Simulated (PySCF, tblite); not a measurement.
# C₉H₁₄Si: geometry, infrared bands and NMR shifts

Wanted: the infrared bands and NMR shifts of C₉H₁₄Si (`C=CC1=CC(C)=CC[SiH2]C1`), by calculation.

The runs use tblite 0.8.0 and PySCF 2.14.0, with density-fitted response routines of our own; the level of theory stands in each step. All values are computed, except where a source is named. Atoms are numbered from 0 throughout.

### Step 1. The starting structure

24 atoms, charge 0, multiplicity 1; geometry from: force field or distance geometry start.

Bonds of the start (Å): C0–C1 1.31, C1–C2 1.44, C2–C3 1.34, C3–C4 1.45, C4–C5 1.51, C4–C6 1.32, C6–C7 1.46, C7–Si8 1.83, Si8–C9 1.84, C9–C2 1.46, C0–H10 1.09, C0–H11 1.07, C1–H12 1.11, C3–H13 1.11, C5–H14 1.09, C5–H15 1.10, C5–H16 1.13, C6–H17 1.11, C7–H18 1.13, C7–H19 1.12, Si8–H20 1.50, Si8–H21 1.47, C9–H22 1.12, C9–H23 1.14.

### Step 2. Geometry optimisation with GFN2-xTB

Job settings and geometry (Å):

```
{"job": {"kind": "relax", "xc": "GFN2-xTB", "basis": "xTB"}, "charge": 0, "multiplicity": 1}
C      3.519700    -0.774600    -0.008200
C      2.306800    -1.132600     0.329800
C      1.081400    -0.475300    -0.027200
C     -0.024200    -1.061700     0.461600
C     -1.434900    -0.734500     0.350300
C     -2.404400    -1.895000     0.275000
C     -2.005700     0.452200     0.275200
C     -1.562300     1.843300     0.305900
Si     0.178500     2.170200    -0.166000
C      1.072300     0.724800    -0.863600
H      4.358400    -1.378400     0.348500
H      3.779100     0.068100    -0.615800
H      2.231000    -2.031400     0.981000
H      0.156300    -1.969500     1.080900
H     -1.869500    -2.835300     0.152800
H     -3.133000    -1.709700    -0.529200
H     -3.001800    -1.854400     1.233400
H     -3.105800     0.347600     0.181800
H     -1.687700     2.184800     1.377900
H     -2.246800     2.535700    -0.251900
H      0.140600     3.230700    -1.220400
H      0.872400     2.746200     0.993000
H      2.115900     1.066700    -1.060600
H      0.651800     0.501900    -1.895600
```

Started as:

```bash
> OMP_NUM_THREADS=1 python probes_run.py task.json out
```

One launch serves the whole session: the jobs run in the order shown.

**Question.** This job is followed by: GFN2-xTB harmonic vibrations, gas phase; GIAO PBE0/pcSseg-1 NMR shielding, non-relativistic, gas phase. What will the session give for the following? strongest single infrared mode (GFN2-xTB); zero-point energy (GFN2-xTB); 13C shifts against TMS (PBE0/pcSseg-1); 1H shifts against TMS (PBE0/pcSseg-1, means over atoms taken as alike); 29Si shifts against TMS (PBE0/pcSseg-1).

As calculated:

| quantity | value |
| --- | --- |
| strongest single infrared mode (GFN2-xTB) | 2212 cm⁻¹, 453 km/mol |
| zero-point energy (GFN2-xTB) | 122.4 kcal/mol |
| 13C shifts against TMS (PBE0/pcSseg-1) | 148.1, 147.4, 143.3, 138.2, 134.2, 119.2, 26.5, 14.8, 13.8 ppm |
| 1H shifts against TMS (PBE0/pcSseg-1, means over atoms taken as alike) | 6.65, 6.22, 5.92, 5.50, 5.47, 4.80, 1.93, 1.88, 1.57 ppm |
| 29Si shifts against TMS (PBE0/pcSseg-1) | 0.4 ppm |

In words: Relaxing lowered the energy by 0.743 eV in 170 steps; the close pair that moved most is C7–Si8, from 1.833 to 1.911 Å. No mode is imaginary among the 66: a minimum at this level. The strongest single mode, at 2212 cm⁻¹, moves mainly H20. GFN2-xTB is a fitted tight-binding method: band positions and strengths are rough. Its intensities can rank the bands wrongly. At PBE0/pcSseg-1: The largest span, 227 ppm, is at C2, where the paramagnetic term is -222 ppm.
